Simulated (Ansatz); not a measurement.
# AlAsH₂+ (doublet): from Hartree-Fock to the top rungs, cc-pVDZ

One table from this session's results is given with a row withheld; the runs are named, their logs left out.

The runs use Ansatz 0.2.0, Gaussian basis; cc-pVDZ, core rule «outside noble gas», up to 19 orbitals frozen.

To be run: UHF; CCSD(T) on ROHF; CCSD(T) on UHF; BCCD(T) on ROHF; CISD; CCSDT(Q) on ROHF; CCSDT(Q) on UHF; CCSDTQ on ROHF.

6 further runs of the same task are left out: 5 for a known fault of the program, 1 set aside as unsound or not needed.

**The geometry**

The geometry is a PBE0/def2-TZVP stationary point (not a proven minimum) of the parent state, kept for this charge and spin. No spin-orbit coupling is included. The filled d shell of As may be among the frozen orbitals whatever the setting's name suggests; the logs give the count.

4 atoms, charge 1, spin multiplicity 2.

Atoms are counted from 1 here; the program's logs count them from 0.

Bond lengths: Al1–As2 2.217 Å, Al1–H3 1.583 Å, As2–H4 1.572 Å. Angles: As2–Al1–H3 172.3°, Al1–As2–H4 67.2°.

Set-up of the first run:

Contents of in.yaml:

```yaml
crystal:
  periodic: [false, false, false]
  atoms:
    - {symbol: Al, position_ang: [0.000000, 0.032210, 1.598723]}
    - {symbol: As, position_ang: [0.000000, 0.009906, -0.618461]}
    - {symbol: H, position_ang: [0.000000, -0.164956, 3.169708]}
    - {symbol: H, position_ang: [0.000000, -1.433607, 0.005203]}
basis:
  gaussian: {orbitals: cc-pVDZ}
total_charge: 1
magnetization: {spin_polarized: true, initial_magnetization: 1}
hamiltonian: {xc: hf}
output: {orbitals: {seedname: orbitals}}
```

Started as:

```bash
> ansatz run in.yaml --threads 1 --pin off --events-out ev --progress --plain --max-ram 2560MiB --backend cpu
```

Steps of the session up to this table: UHF; CCSD(T) on ROHF; CCSD(T) on UHF; BCCD(T) on ROHF; CISD; CCSDT(Q) on ROHF; CCSDT(Q) on UHF; CCSDTQ on ROHF.

One of the session's tables, all rows but one given; the rest of the session is left out.

| method | from RCCSDTQ (meV) |
| --- | --- |
| ROHF | +4730.1 |
| UHF | +4643.4 |
| RMP2 | +994.0 |
| UMP2 | +1005.0 |
| CISD | +471.2 |
| RCCSD | ? |
| UCCSD | +170.6 |
| RCCSD(T) | +36.0 |
| UCCSD(T) | +34.1 |
| BCCD(T) | +35.9 |
| RCCSDT | +8.5 |
| UCCSDT | +6.3 |
| RCCSDT(Q) | +1.1 |
| UCCSDT(Q) | -1.4 |
| RCCSDTQ | 0 |

Estimate the missing values for RCCSD.

The run gave: from RCCSDTQ (meV): +174.7. In the column «from RCCSDTQ (meV)» it lies between UCCSD (+170.6) and CISD (+471.2).

Caveats from the session: Restricted and unrestricted rows rest on different reference determinants; where their highest levels disagree by more than a few hundredths of an eV, they describe different states and don't form one ladder.
